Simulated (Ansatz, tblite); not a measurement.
**The cluster Cd₉S₈Cl₂: a ladder of methods and basis sets**

An exercise on one series of results from a longer session: the logs are not shown, and one member is left open.

The runs use Ansatz 0.2.0, Gaussian basis; as each input shows.

Plan: GFN1-xTB, GFN2-xTB, PBE-D4/def2-TZVP, r2SCAN-D4/def2-TZVP, r2SCANh-D4/def2-TZVP, B97M-V/def2-TZVP, LDA/def2-TZVP, PBE+5HF/def2-SVP, PBE+10HF/def2-SVP, PBE+15HF/def2-SVP, PBE+35HF/def2-SVP, PBE+50HF/def2-SVP, PBE-D4/def2-SVP, PBE0-D4/def2-SVP, MP2/def2-SVP, RPA/def2-SVP.

1 further run of the same task is left out (set aside as unsound or not needed). Runs told in other sessions of the task aren't counted.

## The relaxed structure

The geometry is that of the singlet, from an earlier relaxation (PBE-D4/def2-SVP).

19 atoms, charge 0, spin multiplicity 1.

Bond lengths: S1–Cd9 2.342 Å, S1–Cd12 2.458 Å, S2–Cd11 2.463 Å, S2–Cd12 2.720 Å, S2–Cd13 2.481 Å, S3–Cd10 2.555 Å, S3–Cd14 2.454 Å, S3–Cd15 2.580 Å, S4–Cd11 2.633 Å, S4–Cd14 2.416 Å, S4–Cd16 2.500 Å, S5–Cd9 2.776 Å, S5–Cd10 2.610 Å, S5–Cd11 2.692 Å, S5–Cd15 2.575 Å, S6–Cd12 2.538 Å, S6–Cd13 2.663 Å, S6–Cd17 2.449 Å and more. Angles: Cd9–S1–Cd12 87.4°, Cd11–S2–Cd12 91.5°, Cd11–S2–Cd13 91.1°, Cd12–S2–Cd13 79.8°, Cd10–S3–Cd14 81.4°, Cd10–S3–Cd15 81.9°, Cd14–S3–Cd15 80.9°, Cd11–S4–Cd14 83.1°, Cd11–S4–Cd16 90.1°, Cd14–S4–Cd16 103.1°, Cd9–S5–Cd10 79.1°, Cd9–S5–Cd11 110.6°, Cd9–S5–Cd15 141.9°, Cd10–S5–Cd11 91.7°, Cd10–S5–Cd15 81.0°, Cd11–S5–Cd15 102.1°, Cd12–S6–Cd13 79.9°, Cd12–S6–Cd17 106.3° and more.

As a file:

```csv
atom,x (Å),y (Å),z (Å)
S1,-2.0748,-2.5996,3.3623
S2,1.2779,-2.9896,0.4100
S3,-2.2397,2.6064,-2.3167
S4,1.6078,0.0336,-3.0259
S5,-1.1125,0.1709,0.5002
S6,2.0748,-0.4437,3.3518
S7,1.6598,3.3057,0.2200
S8,4.3728,0.6096,0.4105
Cd9,-3.1179,-1.3365,1.6883
Cd10,-3.0220,0.4143,-1.2627
Cd11,0.3472,-1.3499,-1.1747
Cd12,0.0697,-1.7521,2.5099
Cd13,3.0660,-1.4036,1.0744
Cd14,-0.5390,1.1148,-3.2690
Cd15,-0.5899,2.5500,-0.3336
Cd16,2.7288,1.3913,-1.2511
Cd17,2.2714,1.5208,1.9022
Cl18,-4.9050,-0.5407,0.1036
Cl19,-1.8754,-1.3018,-2.8994
```

Cd takes a core potential in the def2 sets. No spin-orbit coupling is included.

PBE0-D4/def2-TZVP was run before; its log isn't repeated, and its numbers join the tables.

The first run:

Tight binding, by tblite at 300 K electronic temperature and without a spin-polarisation term:

```python
tblite.interface.Calculator('GFN1-xTB', numbers, positions, charge=0, uhf=0).singlepoint()
```

Tight binding, by tblite at 300 K electronic temperature and without a spin-polarisation term:

```python
tblite.interface.Calculator('GFN2-xTB', numbers, positions, charge=0, uhf=0).singlepoint()
```

start.molden holds the orbitals of an earlier run on this state, given as this run's starting guess.

The input, in.yaml:

```yaml
crystal:
  periodic: [false, false, false]
  atoms:
    - {symbol: S, position_ang: [-2.074830, -2.599614, 3.362345]}
    - {symbol: S, position_ang: [1.277949, -2.989567, 0.409956]}
    - {symbol: S, position_ang: [-2.239681, 2.606435, -2.316716]}
    - {symbol: S, position_ang: [1.607802, 0.033642, -3.025928]}
    - {symbol: S, position_ang: [-1.112469, 0.170946, 0.500239]}
    - {symbol: S, position_ang: [2.074805, -0.443708, 3.351756]}
    - {symbol: S, position_ang: [1.659790, 3.305703, 0.219950]}
    - {symbol: S, position_ang: [4.372752, 0.609638, 0.410461]}
    - {symbol: Cd, position_ang: [-3.117890, -1.336535, 1.688321]}
    - {symbol: Cd, position_ang: [-3.022015, 0.414324, -1.262727]}
    - {symbol: Cd, position_ang: [0.347180, -1.349942, -1.174697]}
    - {symbol: Cd, position_ang: [0.069700, -1.752135, 2.509889]}
    - {symbol: Cd, position_ang: [3.065998, -1.403567, 1.074418]}
    - {symbol: Cd, position_ang: [-0.538993, 1.114842, -3.269044]}
    - {symbol: Cd, position_ang: [-0.589864, 2.549960, -0.333593]}
    - {symbol: Cd, position_ang: [2.728794, 1.391292, -1.251095]}
    - {symbol: Cd, position_ang: [2.271431, 1.520839, 1.902233]}
    - {symbol: Cl, position_ang: [-4.905041, -0.540707, 0.103643]}
    - {symbol: Cl, position_ang: [-1.875396, -1.301835, -2.899402]}
basis:
  gaussian: {orbitals: def2-TZVP, fitting: {mean_field: def2-universal-jkfit}, initial_orbitals: start.molden}
hamiltonian: {xc: pbe, dispersion: d4}
scf: {omitted_lower_state_checks: [starts]}
output: {forces: true, orbitals: {seedname: orbitals}}
```

Run with:

```
$ ansatz run in.yaml --threads 2 --pin off --events-out ev --progress --plain --max-ram 22528MiB --backend cuda --devices 0, --max-vram 18GiB
```

Steps of the session up to this table: PBE-D4/def2-TZVP; r2SCAN-D4/def2-TZVP; r2SCANh-D4/def2-TZVP; B97M-V/def2-TZVP; LDA/def2-TZVP; PBE+5HF/def2-SVP; PBE+10HF/def2-SVP; PBE+15HF/def2-SVP; PBE+35HF/def2-SVP; PBE+50HF/def2-SVP; PBE-D4/def2-SVP; PBE0-D4/def2-SVP; MP2/def2-SVP; RPA/def2-SVP.

One table of the session follows, with a row left open; its other results are not shown here.

It belongs to the step «Binding energy». 

```
               level  binding an atom (eV)
         HF/def2-SVP                 1.442
       LDA/def2-TZVP                 2.686
     PBE-D4/def2-SVP                 2.331
    PBE-D4/def2-TZVP                 2.259
 r2SCAN-D4/def2-TZVP                 2.311
    B97M-V/def2-TZVP                     ?
r2SCANh-D4/def2-TZVP                 2.291
    PBE0-D4/def2-SVP                 2.329
   PBE0-D4/def2-TZVP                 2.268
        RPA/def2-SVP                 1.900
        MP2/def2-SVP                 2.189
```

Q: Estimate the row for B97M-V/def2-TZVP from the others.

**Answer.** binding an atom (eV): 2.220. In the column «binding an atom (eV)» it lies between MP2/def2-SVP (2.189) and PBE-D4/def2-TZVP (2.259).

Caveats from the session: Free atoms were run apart at each level; binding is atoms less cluster, divided by the number of atoms, without zero-point or spin-orbit terms.
